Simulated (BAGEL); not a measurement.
# CuNH3F (SMILES [NH3]->[Cu][F]) at HF/STO-3G (density fitting with qzvpp-jkfit)

Aim: the energy change on altering one bond length of CuNH3F at HF/STO-3G (density fitting with qzvpp-jkfit), from 2 runs. 

The calculation is run with BAGEL 1.2.2.

5 further runs of the same task are left out: 2 that didn't finish, 3 set aside as unsound or not needed.

## (1) Starting point

CuNH3F has 6 atoms, charge 0, and is taken as a singlet. As SMILES, `[NH3]->[Cu][F]`. The shape comes from GFN2-xTB, which is rough for such elements, and wasn't checked as a minimum.

Bond lengths: Cu1–N2 1.895 Å, Cu1–F6 1.696 Å, N2–H3 1.016 Å, N2–H4 1.016 Å, N2–H5 1.016 Å. Angles: N2–Cu1–F6 179.3°, Cu1–N2–H3 109.2°, Cu1–N2–H4 108.4°, Cu1–N2–H5 109.0°, H3–N2–H4 110.0°, H3–N2–H5 110.0°, H4–N2–H5 110.1°.

## (2) The energy at HF/STO-3G (density fitting with qzvpp-jkfit)

Contents of input.json:

```json
{ "bagel" : [

{
  "title" : "molecule",
  "basis" : "sto-3g",
  "df_basis" : "qzvpp-jkfit",
  "angstrom" : true,
  "geometry" : [
    { "atom" : "Cu", "xyz" : [   -0.013280,    0.006460,   -1.144820 ] },
    { "atom" : "N", "xyz" : [    0.001200,   -0.001310,    0.749820 ] },
    { "atom" : "H", "xyz" : [   -0.406220,    0.864570,    1.090040 ] },
    { "atom" : "H", "xyz" : [    0.964500,   -0.078860,    1.063600 ] },
    { "atom" : "H", "xyz" : [   -0.539400,   -0.794880,    1.082210 ] },
    { "atom" : "F", "xyz" : [   -0.006800,    0.004020,   -2.840840 ] }
  ]
},
{ "title" : "hf" },
{ "title" : "print", "file" : "orbitals.molden", "orbitals" : true }

]}
```

Started as:

```sh
$ BAGEL_NUM_THREADS=1 BAGEL input.json > input.out
```

Output:

```text
* using 1 threads per process

  ===============================================================
  ===============================================================

  *** Geometry ***

  { "atom" : "Cu", "xyz" : [     -0.025096,      0.012208,     -2.163396 ] },
  { "atom" : "N", "xyz" : [      0.002268,     -0.002476,      1.416954 ] },
  { "atom" : "H", "xyz" : [     -0.767645,      1.633801,      2.059877 ] },
  { "atom" : "H", "xyz" : [      1.822641,     -0.149024,      2.009913 ] },
  { "atom" : "H", "xyz" : [     -1.019318,     -1.502106,      2.045081 ] },
  { "atom" : "F", "xyz" : [     -0.012850,      0.007597,     -5.368410 ] },

  Number of auxiliary basis functions:      472

  Since a DF basis is specified, we compute 2- and 3-index integrals:
    o Being stored without compression. Storage requirement is 0.004 GB

  Number of basis functions:       31
  Number of electrons      :       48

    * METHOD: MOLECULE                             0.16

  *** RHF ***

  === Nuclear Repulsion ===
   181.8526267963

      * DIIS with orbital gradients will be used.

  === RHF iteration (sto-3g) ===
      0      -1769.34307040          0.06221605           0.02
      1      -1764.01808829          0.15355696           0.02
      2      -1771.81243013          0.04340925           0.02
      3      -1773.03241007          0.04288481           0.02
      4      -1772.71772899          0.05538350           0.02
      5      -1772.99283136          0.04607883           0.02
      6      -1773.38930169          0.03437734           0.02
      7      -1773.68615679          0.00629152           0.02
      8      -1773.71113305          0.00347306           0.02
      9      -1773.72013996          0.00171063           0.02
     10      -1773.72454695          0.00071889           0.02
     11      -1773.72562839          0.00042203           0.02
     12      -1773.72622726          0.00027181           0.02
     13      -1773.72643832          0.00021032           0.02
     14      -1773.72670575          0.00014115           0.02
     15      -1773.72676825          0.00010740           0.02
     16      -1773.72679470          0.00004395           0.02
     17      -1773.72680107          0.00004741           0.02
     18      -1773.72680192          0.00002199           0.02
     19      -1773.72680209          0.00000836           0.02
     20      -1773.72680216          0.00000734           0.02
     21      -1773.72680226          0.00000593           0.02
     22      -1773.72680237          0.00000358           0.02
     23      -1773.72680239          0.00000260           0.02
     24      -1773.72680241          0.00000112           0.02
     25      -1773.72680241          0.00000081           0.02
     26      -1773.72680241          0.00000068           0.02
     27      -1773.72680241          0.00000062           0.02
     28      -1773.72680242          0.00000052           0.02
     29      -1773.72680242          0.00000034           0.02
     30      -1773.72680242          0.00000023           0.02
     31      -1773.72680242          0.00000011           0.02
     32      -1773.72680242          0.00000007           0.02
     33      -1773.72680242          0.00000005           0.02
     34      -1773.72680242          0.00000004           0.02
     35      -1773.72680242          0.00000003           0.02
     36      -1773.72680242          0.00000002           0.02
     37      -1773.72680242          0.00000002           0.02
     38      -1773.72680242          0.00000001           0.02
     39      -1773.72680242          0.00000001           0.02
    * SCF iteration converged.

    * Permanent dipole moment:
           (   -0.036626,     0.019062,    -2.249424) a.u.

    * METHOD: HF                                   0.88

    * METHOD: PRINT                                0.00

  ===============================================================
```

Run time: 1.2 s. Hardware: 1 thread of Arm Neoverse V1, shared host; peak memory 0.082 GiB.

## (3) The distorted shape

Contents of job.json:

```json
{ "bagel" : [

{
  "title" : "molecule",
  "basis" : "sto-3g",
  "df_basis" : "qzvpp-jkfit",
  "angstrom" : true,
  "geometry" : [
    { "atom" : "Cu", "xyz" : [   -0.014252,    0.006826,   -0.890456 ] },
    { "atom" : "N", "xyz" : [    0.000228,   -0.000944,    1.004184 ] },
    { "atom" : "H", "xyz" : [   -0.407192,    0.864936,    1.344404 ] },
    { "atom" : "H", "xyz" : [    0.963528,   -0.078494,    1.317964 ] },
    { "atom" : "H", "xyz" : [   -0.540372,   -0.794514,    1.336574 ] },
    { "atom" : "F", "xyz" : [   -0.006800,    0.004020,   -2.840840 ] }
  ]
},
{ "title" : "hf" },
{ "title" : "print", "file" : "orbitals.molden", "orbitals" : true }

]}
```

Started as:

```sh
$ BAGEL_NUM_THREADS=1 BAGEL job.json > job.out
```

Output:

```text
* using 1 threads per process

  ===============================================================
  ===============================================================

  *** Geometry ***

  { "atom" : "Cu", "xyz" : [     -0.026932,      0.012899,     -1.682718 ] },
  { "atom" : "N", "xyz" : [      0.000431,     -0.001784,      1.897633 ] },
  { "atom" : "H", "xyz" : [     -0.769481,      1.634492,      2.540555 ] },
  { "atom" : "H", "xyz" : [      1.820804,     -0.148332,      2.490591 ] },
  { "atom" : "H", "xyz" : [     -1.021155,     -1.501414,      2.525759 ] },
  { "atom" : "F", "xyz" : [     -0.012850,      0.007597,     -5.368410 ] },

  Number of auxiliary basis functions:      472

  Since a DF basis is specified, we compute 2- and 3-index integrals:
    o Being stored without compression. Storage requirement is 0.004 GB

  Number of basis functions:       31
  Number of electrons      :       48

    * METHOD: MOLECULE                             0.17

  *** RHF ***

  === Nuclear Repulsion ===
   170.4134193619

      * DIIS with orbital gradients will be used.

  === RHF iteration (sto-3g) ===
      0      -1769.04318351          0.05600070           0.03
      1      -1761.90765982          0.10908992           0.02
      2      -1771.74662963          0.04587971           0.02
      3      -1773.10989647          0.03723770           0.02
      4      -1773.00311611          0.04221425           0.02
      5      -1773.02940759          0.04131739           0.02
      6      -1773.55017696          0.01501743           0.02
      7      -1773.66930973          0.00788642           0.02
      8      -1773.68415841          0.00139177           0.02
      9      -1773.68517877          0.00050255           0.02
     10      -1773.68547742          0.00026660           0.02
     11      -1773.68562381          0.00017884           0.02
     12      -1773.68574053          0.00011955           0.02
     13      -1773.68578987          0.00009287           0.02
     14      -1773.68583491          0.00005817           0.02
     15      -1773.68585912          0.00002889           0.02
     16      -1773.68586045          0.00002013           0.02
     17      -1773.68586134          0.00001328           0.02
     18      -1773.68586157          0.00001114           0.02
     19      -1773.68586171          0.00001029           0.02
     20      -1773.68586182          0.00000979           0.02
     21      -1773.68586210          0.00000860           0.02
     22      -1773.68586247          0.00000689           0.02
     23      -1773.68586273          0.00000525           0.02
     24      -1773.68586282          0.00000402           0.02
     25      -1773.68586288          0.00000306           0.02
     26      -1773.68586291          0.00000252           0.02
     27      -1773.68586292          0.00000214           0.02
     28      -1773.68586294          0.00000165           0.02
     29      -1773.68586295          0.00000121           0.02
     30      -1773.68586296          0.00000103           0.02
     31      -1773.68586296          0.00000095           0.02
     32      -1773.68586296          0.00000081           0.02
     33      -1773.68586296          0.00000065           0.02
     34      -1773.68586296          0.00000050           0.02
     35      -1773.68586297          0.00000039           0.02
     36      -1773.68586297          0.00000031           0.02
     37      -1773.68586297          0.00000027           0.02
     38      -1773.68586297          0.00000022           0.02
     39      -1773.68586297          0.00000017           0.02
     40      -1773.68586297          0.00000014           0.02
     41      -1773.68586297          0.00000010           0.02
     42      -1773.68586297          0.00000008           0.02
     43      -1773.68586297          0.00000006           0.02
     44      -1773.68586297          0.00000006           0.02
     45      -1773.68586297          0.00000005           0.02
     46      -1773.68586297          0.00000003           0.02
     47      -1773.68586297          0.00000002           0.02
     48      -1773.68586297          0.00000002           0.02
     49      -1773.68586297          0.00000002           0.02
     50      -1773.68586297          0.00000001           0.02
     51      -1773.68586297          0.00000001           0.02
     52      -1773.68586297          0.00000001           0.02
    * SCF iteration converged.

    * Permanent dipole moment:
           (   -0.041000,     0.021726,    -2.588568) a.u.

    * METHOD: HF                                   1.19

    * METHOD: PRINT                                0.00

  ===============================================================
```

It took 1.5 s on 1 thread of Arm Neoverse V1, shared host; peak memory 0.082 GiB.

## (4) Summary of results

Level: HF/STO-3G (density fitting with qzvpp-jkfit).

| quantity | value |
| --- | --- |
| first shape: total energy | -1773.72680 Eh |
| first shape: dipole moment | 5.72 D |
| first shape: HOMO energy | -3.09 eV |
| first shape: LUMO energy | 6.08 eV |
| first shape: HOMO–LUMO gap | 9.17 eV |
| distorted shape: total energy | -1773.68586 Eh |
| distorted shape: dipole moment | 6.58 D |
| distorted shape: HOMO energy | -2.96 eV |
| distorted shape: LUMO energy | 5.29 eV |
| distorted shape: HOMO–LUMO gap | 8.25 eV |
| energy change with the Cu1–F6 bond stretched from 1.696 to 1.950 Å | 1.114 eV |

In words: With the Cu1–F6 bond stretched from 1.696 to 1.950 Å the energy rises by 1.11 eV (26 kcal/mol). The first shape isn't relaxed at this level, so the change isn't measured from a minimum. The minimal basis adds a large error of its own.
